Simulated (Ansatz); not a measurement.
# C8H18Cl2Si: how energies converge with the basis set

Aim: see how fast density functionals converge with the basis set for C8H18Cl2Si.

Computed with Ansatz 0.2.0, Gaussian basis. Level: one geometry, several basis sets.

Plan: PBE0-D4/def2-SVP; ωB97M-V/def2-SVP; PBE0-D4/def2-QZVPP; ωB97M-V/def2-QZVPP; the functionals' def2-TZVPP values are taken from earlier runs.

**1. Structure used throughout**

All runs share one geometry, relaxed beforehand with PBE0-D4/def2-TZVP.

SMILES `CC(C)(C)[Si](Cl)(Cl)C(C)(C)C`, 29 atoms, charge 0, spin multiplicity 1.

Atoms are counted from 1 here; the program's logs count them from 0.

Bond lengths: C1–C2 1.529 Å, C1–H12 1.093 Å, C1–H13 1.092 Å, C1–H14 1.096 Å, C2–C3 1.530 Å, C2–C4 1.532 Å, C2–Si5 1.897 Å, C3–H15 1.092 Å, C3–H16 1.091 Å, C3–H17 1.096 Å, C4–H18 1.096 Å, C4–H19 1.092 Å, C4–H20 1.092 Å, Si5–Cl6 2.070 Å, Si5–Cl7 2.070 Å, Si5–C8 1.897 Å, C8–C9 1.532 Å, C8–C10 1.530 Å and more. Angles: C2–C1–H12 112.1°, C2–C1–H13 112.2°, C2–C1–H14 109.3°, H12–C1–H13 108.2°, H12–C1–H14 107.6°, H13–C1–H14 107.3°, C1–C2–C3 109.7°, C1–C2–C4 108.9°, C1–C2–Si5 110.6°, C3–C2–C4 108.7°, C3–C2–Si5 110.7°, C4–C2–Si5 108.1°, C2–C3–H15 112.0°, C2–C3–H16 112.4°, C2–C3–H17 109.2°, H15–C3–H16 108.2°, H15–C3–H17 107.6°, H16–C3–H17 107.3° and more.

As a file:

```csv
atom,x (Å),y (Å),z (Å)
C1,-1.70605,0.37020,1.51189
C2,-0.44649,1.14102,1.11375
C3,0.68572,0.81849,2.09042
C4,-0.74157,2.64229,1.18284
Si5,0.06061,0.72051,-0.66480
Cl6,1.73595,1.85813,-1.09207
Cl7,-1.45615,1.38946,-1.90394
C8,0.44822,-1.06080,-1.18816
C9,0.87574,-1.04311,-2.65872
C10,-0.78994,-1.94805,-1.04822
C11,1.59045,-1.63332,-0.34751
H12,-2.52561,0.53031,0.80718
H13,-1.52580,-0.70384,1.58810
H14,-2.04397,0.71373,2.49599
H15,1.61266,1.33159,1.82479
H16,0.89351,-0.25144,2.14759
H17,0.39954,1.14945,3.09503
H18,-1.02304,2.90292,2.20921
H19,-1.56633,2.92706,0.52685
H20,0.13046,3.24173,0.91325
H21,1.09046,-2.06860,-2.97942
H22,0.09042,-0.64813,-3.30656
H23,1.77728,-0.44772,-2.81489
H24,-1.10114,-2.06682,-0.00888
H25,-0.56259,-2.94697,-1.43697
H26,-1.63812,-1.55779,-1.61508
H27,1.87190,-2.61615,-0.74186
H28,1.30444,-1.77316,0.69677
H29,2.47974,-0.99911,-0.37658
```

**2. PBE0-D4 in def2-SVP**

File in.yaml:

```yaml
crystal:
  periodic: [false, false, false]
  atoms:
    - {symbol: C, position_ang: [-1.706052, 0.370202, 1.511889]}
    - {symbol: C, position_ang: [-0.446494, 1.141024, 1.113749]}
    - {symbol: C, position_ang: [0.685723, 0.818493, 2.090424]}
    - {symbol: C, position_ang: [-0.741571, 2.642287, 1.182838]}
    - {symbol: Si, position_ang: [0.060610, 0.720506, -0.664799]}
    - {symbol: Cl, position_ang: [1.735951, 1.858134, -1.092068]}
    - {symbol: Cl, position_ang: [-1.456145, 1.389460, -1.903942]}
    - {symbol: C, position_ang: [0.448225, -1.060802, -1.188160]}
    - {symbol: C, position_ang: [0.875739, -1.043108, -2.658721]}
    - {symbol: C, position_ang: [-0.789939, -1.948049, -1.048220]}
    - {symbol: C, position_ang: [1.590454, -1.633325, -0.347509]}
    - {symbol: H, position_ang: [-2.525610, 0.530305, 0.807178]}
    - {symbol: H, position_ang: [-1.525799, -0.703840, 1.588102]}
    - {symbol: H, position_ang: [-2.043974, 0.713728, 2.495992]}
    - {symbol: H, position_ang: [1.612656, 1.331586, 1.824790]}
    - {symbol: H, position_ang: [0.893515, -0.251438, 2.147588]}
    - {symbol: H, position_ang: [0.399542, 1.149455, 3.095027]}
    - {symbol: H, position_ang: [-1.023044, 2.902924, 2.209207]}
    - {symbol: H, position_ang: [-1.566333, 2.927063, 0.526851]}
    - {symbol: H, position_ang: [0.130458, 3.241731, 0.913249]}
    - {symbol: H, position_ang: [1.090462, -2.068603, -2.979417]}
    - {symbol: H, position_ang: [0.090418, -0.648127, -3.306563]}
    - {symbol: H, position_ang: [1.777281, -0.447717, -2.814887]}
    - {symbol: H, position_ang: [-1.101141, -2.066823, -0.008878]}
    - {symbol: H, position_ang: [-0.562593, -2.946974, -1.436969]}
    - {symbol: H, position_ang: [-1.638116, -1.557788, -1.615081]}
    - {symbol: H, position_ang: [1.871897, -2.616147, -0.741856]}
    - {symbol: H, position_ang: [1.304437, -1.773155, 0.696766]}
    - {symbol: H, position_ang: [2.479745, -0.999105, -0.376578]}
basis:
  gaussian: {orbitals: def2-SVP}
hamiltonian: {xc: pbe0, dispersion: d4}
output: {orbitals: {seedname: orbitals}}
```

Started as:

```bash
> ansatz run in.yaml --threads 10 --pin off --events-out ev --progress --plain --max-ram 110592MiB --backend cpu
```

After this run come: ωB97M-V in def2-SVP; PBE0-D4 in def2-QZVPP; ωB97M-V in def2-QZVPP.

Before running them: what should the planned runs give, taken together? Wanted: PBE0-D4: double and triple zeta above quadruple; ωB97M-V: double and triple zeta above quadruple.

The runs gave:

```
                                       quantity           value
PBE0-D4: double and triple zeta above quadruple  22.04, 1.47 eV
ωB97M-V: double and triple zeta above quadruple  22.50, 1.41 eV
```

In words: For PBE0-D4 the step from double to triple zeta gains 20.57 eV and the next only 1.47 eV. Total energies overstate the basis error of differences, where much of it tends to cancel. The LUMO of ωB97M-V is positive and keeps falling with the basis (2.94 to 1.50 eV): an unbound level that the basis holds in place.
